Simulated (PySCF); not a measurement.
# LaF₂: relaxation and vibrations of the doublet

The task is one start of a wider search on LaF₂: the doublet, from a bent start. It is relaxed, tested by its Hessian and followed downhill if it is a saddle.

Computed with PySCF 2.14.0. Level: PBE0, basis La def2-TZVP with ECP46, F def2-TZVP, scalar-relativistic core potentials, no spin–orbit coupling, density fitting.

**1. The system as given**

3 atoms, charge 0, spin multiplicity 2.

Bond lengths: La1–F2 2.440 Å, La1–F3 2.440 Å. Angles: F2–La1–F3 110.0°.

```xyz
3
charge 0 multiplicity 2
La    0.0000    0.0000   -0.3006
F     1.9987    0.0000    1.0989
F    -1.9987    0.0000    1.0989
```

**2. Bent start, doublet: relaxation**

The steps below are one call of a driver around PySCF. For each, scf.py gives the equivalent set-up of the SCF; relaxations use the driver's own optimiser. Before each start the driver seeks the lowest SCF state from one or more starting densities and follows internal instabilities, so scf.py alone need not reach the same state.

The program finds C2v symmetry in the start, which this walk keeps. Threshold on the gradient: 0.0003 Eh/bohr, with a further test on the energy change.

File scf.py:

```python
from pyscf import gto, scf, dft
mol = gto.M(atom='''
La     0.000000     0.000000    -0.300597
F      1.998700    -0.000000     1.098903
F     -1.998700     0.000000     1.098903''',
    basis={'La': 'def2-TZVP', 'F': 'def2-TZVP'},
    ecp={'La': 'def2-TZVP'},
    charge=0, spin=1)
mf = dft.UKS(mol, xc='PBE0')
mf.grids.atom_grid = (50, 194)
aux = {'La': 'def2-universal-JKFIT', 'F': 'def2-universal-JKFIT'}
mf = mf.density_fit(auxbasis=aux)
mf.kernel()
```

Further steps of the session: Is it a minimum? Harmonic modes.

Before running it: what results should come out? Wanted: minimum; geometry; wavenumbers; dipole moment; highest occupied, lowest empty level; polar-tensor charge of La1; zero-point energy; ⟨S²⟩.

The runs gave:

| quantity | value |
| --- | --- |
| minimum | doublet, C2v |
| geometry | La–F 2.112 Å (×2); F–La–F 110.5° |
| wavenumbers (cm⁻¹) | 129 (a1), 539 (b2), 553 (a1) |
| dipole moment | 4.05 D |
| highest occupied, lowest empty level (either spin) | -4.24, -1.97 eV |
| polar-tensor charge of La1 | +1.46 e |
| zero-point energy | 7.3 kJ/mol |
| entropy at 298.15 K | 295.3 J/(mol K) |
| ⟨S²⟩ | 0.751 |

**Reading.** The molecule stays C2v, as typed, and the end point is a minimum. The strongest infrared band lies at 539 cm⁻¹ (b2, stretch). Most of the spin sits on La1 (Mulliken spin 1.02, against 1 for the whole molecule). Only this shape and spin were tried, so other structures or states may lie lower. Open d and f shells are described by one determinant, and the ground state may have another occupation or spin. With an element this heavy the missing spin–orbit coupling can shift these numbers.
